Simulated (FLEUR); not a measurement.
Input of a FLEUR MaX-R8.1 (later development tree) run:

inp.xml

```xml
<?xml version="1.0" encoding="UTF-8" standalone="no"?>
<fleurInput fleurInputVersion="0.39">
   <comment>
      Ta3AsAu2O13                                                                                         
   </comment>
   <calculationSetup>
      <cutoffs Kmax="4.7" Gmax="16.3" GmaxXC="16.3" numbands="0"/>
      <scfLoop itmax="60" minDistance="0.0001" maxIterBroyd="15" imix="Anderson" alpha="0.05" precondParam="0.0" spinf="2.0" sdNocoIR="T"/>
      <coreElectrons ctail="T" frcor="F" kcrel="0" coretail_lmax="0"/>
      <xcFunctional name="vwn" relativisticCorrections="F"/>
      <magnetism jspins="1"/>
      <soc l_soc="F" theta="0.0" phi="0.0" spav="F"/>
      <expertModes spex="0" secvar="F"/>
      <geometryOptimization l_f="F" forcealpha="1.0" forcemix="BFGS" epsdisp="0.00001" epsforce="0.00001"/>
      <ldaU l_linMix="F" mixParam="0.05" spinf="1.0"/>
   </calculationSetup>
   <cell>
      <bzIntegration valenceElectrons="218.0" mode="hist" fermiSmearingEnergy="0.00183747">
         <kPointListSelection listName="default-1"/>
         <!-- k-points included here -->
         <xi:include xmlns:xi="http://www.w3.org/2001/XInclude" href="kpts.xml"> </xi:include>
      </bzIntegration>
      <!-- symmetry operations included here -->
      <xi:include xmlns:xi="http://www.w3.org/2001/XInclude" href="sym.xml"> </xi:include>
      <bulkLattice scale="1.0">
         <bravaisMatrix>
            <row-1>   10.8165088782917085    -0.0140784596282700    -0.0076155962821380</row-1>
            <row-2>    2.4619162978676337    11.8202180121117539     0.0106013635590060</row-2>
            <row-3>    0.5210730815972039     2.4580423593122038    15.8123589366354835</row-3>
         </bravaisMatrix>
      </bulkLattice>
   </cell>
   <atomSpecies>
      <species name="Tantalum (Ta)" element="Ta" atomicNumber="73">
         <mtSphere radius="1.88" gridPoints="621" logIncrement="0.021"/>
         <atomicCutoffs lmax="8" lnonsphr="8"/>
         <electronConfig flipSpins="F">
[... 91 lines left out ...]
      <atomGroup species="Oxygen (O)">
         <relPos label="                   9">-.1490200000 -.1122700000 -.0806800000</relPos>
         <force calculate="T" relaxXYZ="TTT"/>
      </atomGroup>
      <atomGroup species="Oxygen (O)">
         <relPos label="                  10">.3446600000 -.1299700000 -.0534900000</relPos>
         <force calculate="T" relaxXYZ="TTT"/>
      </atomGroup>
      <atomGroup species="Oxygen (O)">
         <relPos label="                  11">-.2698500000 .2924000000 .0309500000</relPos>
         <force calculate="T" relaxXYZ="TTT"/>
      </atomGroup>
      <atomGroup species="Oxygen (O)">
         <relPos label="                  12">.2462200000 .2180900000 .1107500000</relPos>
         <force calculate="T" relaxXYZ="TTT"/>
      </atomGroup>
      <atomGroup species="Oxygen (O)">
         <relPos label="                  13">.1290000000 .0939800000 .4910400000</relPos>
         <force calculate="T" relaxXYZ="TTT"/>
      </atomGroup>
      <atomGroup species="Oxygen (O)">
         <relPos label="                  14">.4803200000 .3888700000 .4349900000</relPos>
         <force calculate="T" relaxXYZ="TTT"/>
      </atomGroup>
      <atomGroup species="Oxygen (O)">
         <relPos label="                  15">.0596600000 .2668500000 -.2140600000</relPos>
         <force calculate="T" relaxXYZ="TTT"/>
      </atomGroup>
      <atomGroup species="Oxygen (O)">
         <relPos label="                  16">-.0667000000 -.4676000000 .4564500000</relPos>
         <force calculate="T" relaxXYZ="TTT"/>
      </atomGroup>
      <atomGroup species="Oxygen (O)">
         <relPos label="                  17">.4997500000 -.1483900000 .3497100000</relPos>
         <force calculate="T" relaxXYZ="TTT"/>
      </atomGroup>
      <atomGroup species="Oxygen (O)">
         <relPos label="                  18">.2525600000 -.3701200000 -.3752700000</relPos>
         <force calculate="T" relaxXYZ="TTT"/>
      </atomGroup>
      <atomGroup species="Oxygen (O)">
         <relPos label="                  19">-.0812200000 -.0482500000 .2263600000</relPos>
         <force calculate="T" relaxXYZ="TTT"/>
      </atomGroup>
   </atomGroups>
   <output dos="F" band="F" slice="F">
      <checks vchk="F" cdinf="F"/>
      <bandDOS minEnergy="-.5*Htr" maxEnergy="0.5*Htr" sigma="0.015" storeEVData="T"/>
      <vacuumDOS vacdos="F" integ="F" star="F" nstars="0" locx1="0.0" locy1="0.0" locx2="0.0" locy2="0.0" nstm="0" tworkf="0.0"/>
      <unfoldingBand unfoldBand="F" supercellX="1" supercellY="1" supercellZ="1"/>
      <plotting iplot="0" polar="F">
         <plot TwoD="T" vec1="  1.0  0.0  0.0" vec2="  0.0  1.0  0.0" vec3="  0.0  0.0  1.0" zero="  0.0  0.0  0.0" file="plot"/>
      </plotting>
      <chargeDensitySlicing numkpt="0" minEigenval="0.0" maxEigenval="0.0" nnne="0" pallst="F"/>
      <specialOutput eonly="F"/>
      <moessbauerParams electricFieldGradient="T" isomerShift="T" coreHyperfine="T" valenceHyperfine="T"/>
      <magneticCircularDichroism mcd="F" energyLo="-10.0" energyUp="0.0"/>
   </output>
  <!-- We include the file relax.xml here to enable relaxations (see documentation) -->
  <xi:include xmlns:xi="http://www.w3.org/2001/XInclude" href="relax.xml"> <xi:fallback/> </xi:include>
</fleurInput>
```

Contents of crystal.txt:

```
Ta3AsAu2O13
&input cartesian=F /
5.7238500000  -0.0074500000  -0.0040300000
1.3027900000  6.2549900000  0.0056100000
0.2757400000  1.3007400000  8.3675400000
1.8897261246
1.0 1.0 1.0

19
73 0.2171300000  0.3052100000  0.5843100000
73 0.0332500000  0.1112300000  0.9985500000
73 0.5824800000  0.6214500000  0.5048200000
33 0.5870700000  0.8969100000  0.8304900000
79 0.5800400000  0.0922800000  0.1861300000
79 0.0448500000  0.8207700000  0.4468200000
8 0.6620100000  0.6972600000  0.7108800000
8 0.5163200000  0.1341800000  0.6962500000
8 0.8509800000  0.8877300000  0.9193200000
8 0.3446600000  0.8700300000  0.9465100000
8 0.7301500000  0.2924000000  0.0309500000
8 0.2462200000  0.2180900000  0.1107500000
8 0.1290000000  0.0939800000  0.4910400000
8 0.4803200000  0.3888700000  0.4349900000
8 0.0596600000  0.2668500000  0.7859400000
8 0.9333000000  0.5324000000  0.4564500000
8 0.4997500000  0.8516100000  0.3497100000
8 0.2525600000  0.6298800000  0.6247300000
8 0.9187800000  0.9517500000  0.2263600000

&kpt div1=3 div2=3 div3=2 gamma=T /
```

Potentials or basis: all-electron, FLAPW.

The run is started by

```console
$ inpgen -f crystal.txt -profile fastHighL
$ # inp.xml edited to the form shown
$ mpirun -n 8 fleur_MPI -pe_per_kpt 1
```

Estimate the band gap on the k mesh.

1.25 eV, indirect (least direct gap 1.31 eV).

Core levels (eV from the Fermi level):
| atom | levels |
| --- | --- |
| 1 Ta | 1s1/2 -67217.2, 2s1/2 -11537.8, 2p1/2 -11029.2, 2p3/2 -9760.3, 3s1/2 -2638.1, 3p1/2 -2411.8, 3p3/2 -2138.7, 4s1/2 -532.9, 3d3/2 -1755.5, 3d5/2 -1696.0, 4p1/2 -439.6, 4p3/2 -376.5, 4d3/2 -223.1, 4d5/2 -211.5 |
| 2 Ta | 1s1/2 -67216.9, 2s1/2 -11537.5, 2p1/2 -11029.0, 2p3/2 -9760.0, 3s1/2 -2637.9, 3p1/2 -2411.5, 3p3/2 -2138.4, 4s1/2 -532.6, 3d3/2 -1755.2, 3d5/2 -1695.7, 4p1/2 -439.3, 4p3/2 -376.2, 4d3/2 -222.8, 4d5/2 -211.2 |
| 3 Ta | 1s1/2 -67217.2, 2s1/2 -11537.8, 2p1/2 -11029.3, 2p3/2 -9760.4, 3s1/2 -2638.2, 3p1/2 -2411.9, 3p3/2 -2138.7, 4s1/2 -532.9, 3d3/2 -1755.5, 3d5/2 -1696.0, 4p1/2 -439.6, 4p3/2 -376.6, 4d3/2 -223.1, 4d5/2 -211.5 |
| 4 As | 1s1/2 -11691.2, 2s1/2 -1479.3, 2p1/2 -1322.6, 2p3/2 -1286.1, 3s1/2 -185.0 |
| 5 Au | 1s1/2 -80589.9, 2s1/2 -14207.2, 2p1/2 -13626.2, 2p3/2 -11792.3, 3s1/2 -3350.5, 3p1/2 -3089.1, 3p3/2 -2684.4, 4s1/2 -724.4, 3d3/2 -2249.5, 3d5/2 -2162.5, 4p1/2 -613.0, 4p3/2 -515.7, 4d3/2 -333.2, 4d5/2 -315.1, 4f5/2 -80.7, 4f7/2 -76.9 |
| 6 Au | 1s1/2 -80590.3, 2s1/2 -14207.5, 2p1/2 -13626.6, 2p3/2 -11792.7, 3s1/2 -3350.9, 3p1/2 -3089.5, 3p3/2 -2684.8, 4s1/2 -724.8, 3d3/2 -2249.9, 3d5/2 -2162.9, 4p1/2 -613.4, 4p3/2 -516.1, 4d3/2 -333.6, 4d5/2 -315.5, 4f5/2 -81.1, 4f7/2 -77.3 |

Caveat: the plane-wave cutoff is short for the small spheres of the light atoms, so energies, forces and moduli aren't converged; core charge leaks out of the spheres, which shifts energies; spin-orbit coupling is left out, which moves the levels of the heavy elements; an odd mesh through Γ misses points on the zone boundary, where band edges often lie.
